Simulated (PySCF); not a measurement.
# GaHOH: relaxation and vibrations of the doublet

Aim: relax GaHOH as a doublet from a bent start, check by its vibrations whether the end is a minimum, and collect its spectrum and constants.

The runs use PySCF 2.14.0; PBE0, basis Ga def2-TZVP, H def2-TZVP, O def2-TZVP, no relativity, density fitting.

## 1. The system as given

4 atoms, charge 0, spin multiplicity 2.

Bond lengths: Ga1–H2 1.560 Å, Ga1–O3 1.870 Å, O3–H4 0.960 Å. Angles: H2–Ga1–O3 110.0°, Ga1–O3–H4 130.0°.

```xyz
4
charge 0 multiplicity 2
Ga    0.0000    0.0000    0.0000
H     1.2779    0.0000    0.8948
O    -1.5318    0.0000    1.0726
H    -2.0373    0.7354    1.4265
```

## 2. Finding the electronic state

The steps below are one call of a driver around PySCF. For each, scf.py gives the equivalent set-up of the SCF; relaxations use the driver's own optimiser. After this first run the driver tries any further starts and a stability analysis.

File scf.py:

```python
from pyscf import gto, scf, dft
mol = gto.M(atom='''
Ga     0.000000     0.000000     0.000000
H      1.277900     0.000000     0.894800
O     -1.531800     0.000000     1.072600
H     -2.037300     0.735400     1.426500''',
    basis={'Ga': 'def2-TZVP', 'H': 'def2-TZVP', 'O': 'def2-TZVP'},
    charge=0, spin=1)
mf = dft.UKS(mol, xc='PBE0')
mf.grids.atom_grid = (50, 194)
aux = {'Ga': 'def2-universal-JKFIT', 'H': 'def2-universal-JKFIT', 'O': 'def2-universal-JKFIT'}
mf = mf.density_fit(auxbasis=aux)
mf.conv_tol = 1e-08
mf.diis_space = 10
mf.max_cycle = 60
mf.init_guess = 'minao'
mf.verbose = 4
mf.kernel()
```

The run is started by

```
$ OMP_NUM_THREADS=4 python axn.py task.json out
```

After this run come: Relaxing the doublet from the bent start; Is it a minimum? Harmonic modes.

**Question.** What will these runs give? Wanted: minimum; geometry; wavenumbers; dipole moment; highest occupied, lowest empty level; polar-tensor charge of Ga1; zero-point energy; atomisation energy; ⟨S²⟩.

As calculated:

| quantity | value |
| --- | --- |
| minimum | doublet, Cs |
| geometry | Ga–H 1.600 Å, Ga–O 1.798 Å, O–H 0.959 Å; Ga–O–H 115.6°, H–Ga–O 113.8° |
| wavenumbers (cm⁻¹) | 422 (a''), 512 (a'), 667 (a'), 791 (a'), 1779 (a'), 3905 (a') |
| dipole moment | 1.61 D |
| highest occupied, lowest empty level (either spin) | -5.89, -2.64 eV |
| polar-tensor charge of Ga1 | +0.70 e |
| zero-point energy | 48.3 kJ/mol |
| entropy at 298.15 K | 263.8 J/(mol K) |
| atomisation energy (no zero-point energy) | 1018 kJ/mol |
| ⟨S²⟩ | 0.754 |

**Reading.** From C1 at the start the molecule goes to a Cs minimum. In the infrared the band at 1779 cm⁻¹ (a') leads. Most of the spin sits on Ga1 (Mulliken spin 0.71, against 1 for the whole molecule). Other starts or spin states, not run here, may lie lower.
